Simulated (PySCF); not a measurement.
# H4MoS4 (Mo(SH)4): the cost of one run

Programs: PySCF 2.14.0. Each step states its level of theory. These are calculated values for one molecule in the gas phase, unless marked as measured. Atoms are numbered from 0 throughout.

### 1 Starting geometry

9 atoms, charge 0, multiplicity 3; geometry from: GFN2-xTB. The atoms were then displaced at random by about 0.03 Å, so the start is not that level's minimum.

Bonds of the start (Å): Mo0–S1 2.32, Mo0–S3 2.35, Mo0–S5 2.49, Mo0–S7 2.28, S1–H2 1.34, S3–H4 1.32, S5–H6 1.33, S7–H8 1.35.

### 2 Relaxing the molecule at PBE0-D3(BJ)/def2-SVP

The job: settings as JSON, then the geometry in Å.

```
{"job": {"xc": "PBE0", "basis": "def2-SVP", "d3": "d3bj", "grid": 1, "maxiter": 40, "shake": 0.03, "kind": "geom"}, "charge": 0, "multiplicity": 3}
Mo     0.277190    -0.347950     0.185770
S      0.116610     0.008830     2.470380
H      0.148860     1.345710     2.536740
S      2.356180    -0.198980    -0.892180
H      2.745830    -1.375990    -0.432210
S     -0.981810     1.720970    -0.399360
H     -0.965790     1.571290    -1.719600
S     -1.250220    -1.780760    -0.721350
H     -2.314110    -1.012570    -1.053850
```

The run is started by

```
> OMP_NUM_THREADS=1 python probes_run.py task.json out
```

One launch serves the whole session: the jobs run in the order shown.

**Question.** How long does this job take on 1 thread of Intel Xeon at 2.70GHz, shared host, and how much memory does it need?

About 7.3 min, with a peak of 0.58 GiB.
